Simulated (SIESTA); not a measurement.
The system is Ge.

```
Ge
1.0
     4.05040    0.00000    0.00000
    -2.02520    3.50775    0.00000
     0.00000    0.00000   10.99336
Ge
4
Direct
  0.66667 0.33333 0.41485
  0.33333 0.66667 0.91485
  0.00000 0.00000 0.47745
  0.00000 0.00000 0.97745
```

This isn't the form of Ge at room conditions, which is diamond.

```yaml
Program: SIESTA 5.4.2
Task: single point
Functional: PBEsol
Potentials_or_basis: PseudoDojo 0.4 standard (PBEsol files)
Basis: DZP (energy shift 0.003 Ry; two zetas on semicore shells)
Grid_cutoff: 800 Ry
Energy_shift: 0.003 Ry
k_mesh: 8 × 8 × 3
Occupations: fermi-dirac, width 0.05 eV
Spin: no spin polarisation
```

On this cell: pressure -1.2 GPa; largest force 0.006 eV/Å; band gap on the k mesh 0.61 eV, indirect (least direct gap 0.69 eV).

The same run follows on a disturbed copy (atoms moved at random, drawn with an rms of 0.05 Å):

```
Ge
1.0
     4.05040    0.00000    0.00000
    -2.02520    3.50775    0.00000
     0.00000    0.00000   10.99336
Ge
4
Direct
  0.66434 0.33860 0.41211
  0.33390 0.66428 0.91085
  0.00668 0.00658 0.48086
  0.99340 0.98120 0.97955
```

**Question.** What does the disturbed cell give?

**Answer.** The energy moves by +10.3 meV/atom; pressure -1.5 GPa; largest force 0.615 eV/Å; band gap on the k mesh 0.41 eV, indirect (least direct gap 0.59 eV).

Forces on the atoms (eV/Å):
```
Ge   0.354  0.045  0.274
Ge   0.050 -0.555  0.257
Ge  -0.353 -0.046 -0.273
Ge  -0.049  0.556 -0.259
```

Stress tensor (GPa, compression positive):
```
-0.99  0.19 -0.31
 0.19 -1.75  0.39
-0.31  0.39 -1.63
```

Caveats: an odd mesh through Γ misses points on the zone boundary, where band edges often lie; the basis of atomic orbitals isn't converged, which shifts pressures, moduli and gaps.
